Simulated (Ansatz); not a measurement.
# C₂H₃F₂NSi: a ladder of functionals and wavefunction methods

An exercise on one series of results from a longer session: the logs are not shown, and one member is left open.

Computed with Ansatz 0.2.0, Gaussian basis. Level: functionals in def2-TZVPP, the program's frozen cores in correlated methods.

The runs, in order: PBE-D4, r2SCAN-D4, PBE0-D4, B3LYP-D4, ωB97X-V, ωB97M-V, B2PLYP; CCSD(T)/def2-TZVPP; MP2/def2-QZVPP; extrapolation to the limit.

## The relaxed structure

All runs share one geometry, relaxed beforehand with PBE0-D4 in a triple-zeta def2 set.

SMILES `CC1=N[Si]1(F)F`, 9 atoms, charge 0, spin multiplicity 1.

Atoms are counted from 1 here; the program's logs count them from 0.

Bond lengths: C1–C2 1.473 Å, C1–H7 1.092 Å, C1–H8 1.093 Å, C1–H9 1.093 Å, C2–N3 1.311 Å, C2–Si4 1.743 Å, N3–Si4 1.717 Å, Si4–F5 1.575 Å, Si4–F6 1.575 Å. Angles: C2–C1–H7 110.2°, C2–C1–H8 109.9°, C2–C1–H9 109.9°, H7–C1–H8 109.9°, H7–C1–H9 109.9°, H8–C1–H9 107.0°, C1–C2–N3 128.9°, C1–C2–Si4 164.4°, N3–C2–Si4 66.7°, C2–N3–Si4 68.8°, C2–Si4–N3 44.5°, C2–Si4–F5 126.0°, C2–Si4–F6 126.0°, N3–Si4–F5 121.4°, N3–Si4–F6 121.4°, F5–Si4–F6 105.5°.

The first run:

in.yaml

```yaml
crystal:
  periodic: [false, false, false]
  atoms:
    - {symbol: C, position_ang: [0.053719, -1.281593, 0.852615]}
    - {symbol: C, position_ang: [0.155189, -0.047769, 0.054278]}
    - {symbol: N, position_ang: [1.217062, 0.672203, -0.215925]}
    - {symbol: Si, position_ang: [-0.190120, 1.344236, -0.935492]}
    - {symbol: F, position_ang: [-0.393797, 1.342269, -2.497724]}
    - {symbol: F, position_ang: [-0.796263, 2.709532, -0.434896]}
    - {symbol: H, position_ang: [1.037747, -1.570427, 1.228278]}
    - {symbol: H, position_ang: [-0.362521, -2.087079, 0.242482]}
    - {symbol: H, position_ang: [-0.632416, -1.127573, 1.689285]}
basis:
  gaussian: {orbitals: def2-TZVPP}
hamiltonian: {xc: pbe, dispersion: d4}
output: {forces: true, orbitals: {seedname: orbitals}}
```

Command:

```sh
$ ansatz run in.yaml --threads 4 --pin off --events-out ev --progress --plain --max-ram 10444MiB
```

Steps of the session up to this table: PBE-D4 (GGA); r2SCAN-D4 (meta-GGA); PBE0-D4 (hybrid); B3LYP-D4 (hybrid); ωB97X-V (range-separated); ωB97M-V (range-separated); B2PLYP (double hybrid); CCSD(T) in def2-TZVPP; MP2 in def2-QZVPP.

One of the session's tables, all rows but one given; the rest of the session is left out.

```
            method  atomisation energy (kJ/mol)
            PBE-D4                       3960.2
         r2SCAN-D4                       3850.8
           PBE0-D4                       3847.3
          B3LYP-D4                       3828.1
           ωB97X-V                       3854.1
           ωB97M-V                       3856.5
            B2PLYP                       3805.1
     HF/def2-TZVPP                            ?
    MP2/def2-TZVPP                       3858.0
   CCSD/def2-TZVPP                       3644.2
CCSD(T)/def2-TZVPP                       3720.6
           MP2/CBS                       3980.4
       CCSD(T)/CBS                       3843.1
```

Q: Estimate the row for HF/def2-TZVPP from the others.

**Answer.** atomisation energy (kJ/mol): 2697.3. In the column «atomisation energy (kJ/mol)» it is the lowest.
